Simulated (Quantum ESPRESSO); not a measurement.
# Y3N in Quantum ESPRESSO: the effect of dispersion

The system is Y3N.

```
Y N
1.0
     0.00000    3.60671    3.60671
     3.60671    0.00000    3.60671
     3.60671    3.60671    0.00000
Y N
3 1
Cartesian
  1.8034 1.8034 1.8034
  5.4101 5.4101 5.4101
  3.6067 3.6067 3.6067
  0.0000 0.0000 0.0000
```

The cell was built by a generator and needn't be a form met in nature.

Alike in all runs:

| Quantity | Value |
| --- | --- |
| Program | Quantum ESPRESSO 7.5 |
| Task | phonons |
| Potentials or basis | GBRV 1.5 PBE |
| Cutoff | 612 eV |
| Density cutoff | 4898 eV |
| k mesh | 2 × 2 × 2, shifted |
| Occupations | fermi-dirac, width 0.05 eV |
| Spin | no spin polarisation |

Each run relaxes the cell or the atoms first.

```tsv
dispersion	functional	relaxed volume (Å³/atom)	highest phonon frequency (cm⁻¹)
none	PBE	22.72	129
D2	PBE	22.43	147
D3(BJ) two-body	PBE	21.45	141
rVV10	rPW86PBE	22.89	132
rev-vdW-DF2	rev-vdW-DF2	?	?
```

Task: What does the run with dispersion rev-vdW-DF2 give?

Result: Relaxed volume 21.81 Å³/atom; highest phonon frequency 141 cm⁻¹.

Caveats: all runs use coarse meshes; some modes are imaginary; the potentials were made for another functional, which shifts forces and pressure (some runs); before the sum rule the acoustic modes lie tens of cm⁻¹ from zero, a sign that the density grid also shifts the optical modes (some runs).
